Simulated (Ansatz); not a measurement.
**CaC2: further runs on the relaxed cell**

An exercise on one series of results from a longer session: the logs are not shown, and one member is left open.

Program: Ansatz 0.2.0. Level of theory: DFT r2SCAN, scalar-relativistic, plane waves, PAW. These are calculated values, not measurements.

### Starting point

The structure is tetragonal, space group I4/mmm (No. 139). Conventional cell: a = 3.867 Å, b = 3.867 Å, c = 6.392 Å, α = 90.00°, β = 90.00°, γ = 90.00°. Around Ca (site symmetry 4/mmm) lie 10 C at 2.57 to 2.80 Å. Around C (site symmetry 4mm) lie 1 C at 1.25 Å.

Structure file:

```cif
data_structure
_symmetry_space_group_name_H-M 'I4/mmm'
_symmetry_Int_Tables_number 139
_cell_length_a 3.8668
_cell_length_b 3.8668
_cell_length_c 6.3925
_cell_angle_alpha 90.000
_cell_angle_beta 90.000
_cell_angle_gamma 90.000
_cell_volume 95.58
loop_
_atom_site_label
_atom_site_type_symbol
_atom_site_symmetry_multiplicity
_atom_site_Wyckoff_symbol
_atom_site_fract_x
_atom_site_fract_y
_atom_site_fract_z
_atom_site_occupancy
Ca1 Ca 2 a 0.00000 0.00000 0.00000 1
C1 C 4 e 0.50000 0.50000 0.09791 1
```

It goes back to an entry of the Materials Project, which need not be the stable form.

It is the result of an earlier relaxation at this level (volume 15.93 Å³/atom; gap on the mesh: 1.66 eV).

The first run:

input.yaml

```yaml
crystal:
  lattice:
    - [-1.9138892575, 1.9138892575, 3.1639517279]
    - [1.9138892575, -1.9138892575, 3.1639517279]
    - [1.9138892575, 1.9138892575, -3.1639517279]
  atoms:
    - { symbol: Ca, position: [0.0, 0.0, 0.0] }
    - { symbol: C, position: [0.5979132263, 0.5979132263, 0.0] }
    - { symbol: C, position: [0.4020867737, 0.4020867737, 0.0] }
basis:
  ecutwfc: 500
kpoints:
  mp_grid: { grid: [10, 10, 10] }
hamiltonian:
  xc: r2scan
scf:
  occupations: { method: gaussian, width: 0.02 }
output:
  forces: true
  stress: true
  eigenvalues: true
relax:
  adjacent_minimum: "off"
  f_tol: 0.01
  max_steps: 30
  cell: { stress_tol: 0.1, fix: [volume] }
```

Launch:

```sh
> ansatz run input.yaml --threads 1 --pin off --max-ram 2560MiB --backend cpu --events-out ev --progress --plain --runs-dir out
```

Among the steps run: The cell scaled to 0.97 of its volume; The cell scaled to 1.03 of its volume; Volume × 0.94; The cell scaled to 1.06 of its volume; Point at V/V0 = 0.91; The cell scaled to 1.10 of its volume; The cell scaled to 0.88 of its volume.

One of the session's tables, all rows but one given; the rest of the session is left out.

It belongs to the step «Energy against volume». 

```
volume (Å³/atom)  energy above the lowest point (meV/atom)  pressure (GPa)  gap on the mesh (eV)
          14.019                                      52.2            9.82                  1.09
          14.497                                      27.7            6.74                  1.25
          14.975                                      11.6            4.12                  1.40
          15.453                                       2.7            1.89                  1.53
          15.931                                       0.0            0.00                  1.66
          16.408                                       2.5           -1.62                  1.78
          16.886                                         ?               ?                     ?
          17.524                                      24.5           -4.50                  2.03
```

Estimate the missing values for volume (Å³/atom) = 16.886.

Worked estimate for «energy above the lowest point (meV/atom)». A straight line through the neighbours (16.408, 2.5) and (17.524, 24.5) gives 2.5 + (24.5 − 2.5) × (16.886 − 16.408) / (17.524 − 16.408) = 11.9; a parabola fitted to 3 rows on both sides gives 9.2.

The run gave: energy above the lowest point (meV/atom): 9.5; pressure (GPa): -2.99; gap on the mesh (eV): 1.89. In «energy above the lowest point (meV/atom)» the line misses by +2.4 and the parabola by -0.3.
